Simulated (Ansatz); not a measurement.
# CsGeBr3 and its elements: a formation energy from the elements

With Ansatz's Python interface.

Run as a notebook:

In [1]:
```python
from collections import Counter

import ansatz as az
import numpy as np
```

In [2]:
```python
params = {
    'xc': 'lda',
    'cutoff_ev': 460,
    'k_spacing': 0.3,
    'filling': 'fermi_dirac',
    'sigma': 0.02,
}
```

In [3]:
```python
PHASES = {
    'CsGeBr3': (
        [[3.96928, 2.29167, 3.33497], [-3.96928, 2.29167, 3.33497], [0.0, -4.58333, 3.33497]],
        [
            ('Cs', [0.0013, 0.0013, 0.0013]),
            ('Ge', [0.47708, 0.47708, 0.47708]),
            ('Br', [0.02867, 0.50547, 0.50547]),
            ('Br', [0.50547, 0.50547, 0.02867]),
            ('Br', [0.50547, 0.02867, 0.50547]),
        ],
    ),
    'Cs': (
        [[-3.0335, 3.0335, 3.0335], [3.0335, -3.0335, 3.0335], [3.0335, 3.0335, -3.0335]],
        [
            ('Cs', [0.0, 0.0, 0.0]),
        ],
    ),
    'Ge': (
        [[0.0, 2.82891, 2.82891], [2.82891, 0.0, 2.82891], [2.82891, 2.82891, 0.0]],
        [
            ('Ge', [0.0, 0.0, 0.0]),
            ('Ge', [0.25, 0.25, 0.25]),
        ],
    ),
    'Br': (
        [[3.36325, -2.32255, 0.0], [3.36325, 2.32255, 0.0], [0.0, 0.0, 8.7023]],
        [
            ('Br', [0.8651, 0.1349, 0.1099]),
            ('Br', [0.6349, 0.3651, 0.6099]),
            ('Br', [0.1349, 0.8651, 0.8901]),
            ('Br', [0.3651, 0.6349, 0.3901]),
        ],
    ),
}
```

In [4]:
```python
def build(vectors, sites):
    crystal = az.Crystal(lattice=az.Lattice.of(vectors))
    for symbol, position in sites:
        crystal = crystal.atom(symbol, position)
    return crystal
```

In [5]:
```python
def compute(name, crystal):
    calc = (
        crystal.calculation()
        .scf(algorithm='density_mixing')
        .functional(params['xc'])
        .basis(params['cutoff_ev'])
        .kpoints(spacing=params['k_spacing'])
        .occupations(params['filling'], width=params['sigma'])
        .stress()
    )
    calc = calc.relax(force_tolerance=0.02, max_steps=60, fix_cell=['shape'])
    return calc.run(threads=1, pin='off')
```

In [6]:
```python
def counts(outcome):
    return Counter(site.symbol for site in outcome.lattice.sites)
```

In [7]:
```python
def formation_energy(outcome, mu):
    n = counts(outcome)
    return (outcome.report['energy_sigma0_ev'] - sum(k * mu[element] for element, k in n.items())) / sum(n.values())
```

In [8]:
```python
def volume_per_atom(outcome):
    return abs(np.linalg.det(outcome.lattice.cell_ang)) / len(outcome.lattice.sites)
```

In [9]:
```python
phases = {name: build(*cell) for name, cell in PHASES.items()}
```

In [10]:
```python
done = {name: compute(name, crystal) for name, crystal in phases.items()}

references = {'Cs': 'Cs', 'Ge': 'Ge', 'Br': 'Br'}
mu = {element: done[name].report['energy_sigma0_ev'] / len(done[name].lattice.sites) for element, name in references.items()}

target = done['CsGeBr3']
heat = formation_energy(target, mu)
rows = [(name, len(o.lattice.sites), volume_per_atom(o), formation_energy(o, mu)) for name, o in done.items()]
print('| phase | atoms | V (A^3/atom) | E_form (eV/atom) |')
print('| --- | --- | --- | --- |')
for row in rows:
    print(f'| {row[0]} | {row[1]:d} | {row[2]:.3f} | {row[3]:.4f} |')
```
```text
| phase | atoms | V (A^3/atom) | E_form (eV/atom) |
| --- | --- | --- | --- |
| CsGeBr3 | 5 | 32.033 | -1.1274 |
| Cs | 1 | 95.047 | 0.0000 |
| Ge | 2 | 22.218 | 0.0000 |
| Br | 4 | 26.810 | 0.0000 |
```

Notes:
- These settings explore the input space; cutoff and mesh may be short of convergence.
- For the metals among these phases the mesh is modest: differences between phases can be off by up to 40 meV an atom.
- Atoms and volume are relaxed with the cell's shape held, which in cells of lower than cubic symmetry can hide stresses and shift volumes.
- The cells come from databases of deposited and of computed structures, and not all need be stable phases.
- The compound is the structure given, not necessarily its lowest; energies are at zero temperature, with no correction for gases. A semilocal functional's error on such energies is often 0.05 to 0.1 eV an atom, and 0.1 to 0.3 eV against gases such as O2 or F2.
- Hardware and time: 32 s on 1 thread of Intel(R) Xeon(R) 6975P-C (Granite Rapids), on a shared host, peak memory 0.49 GiB.
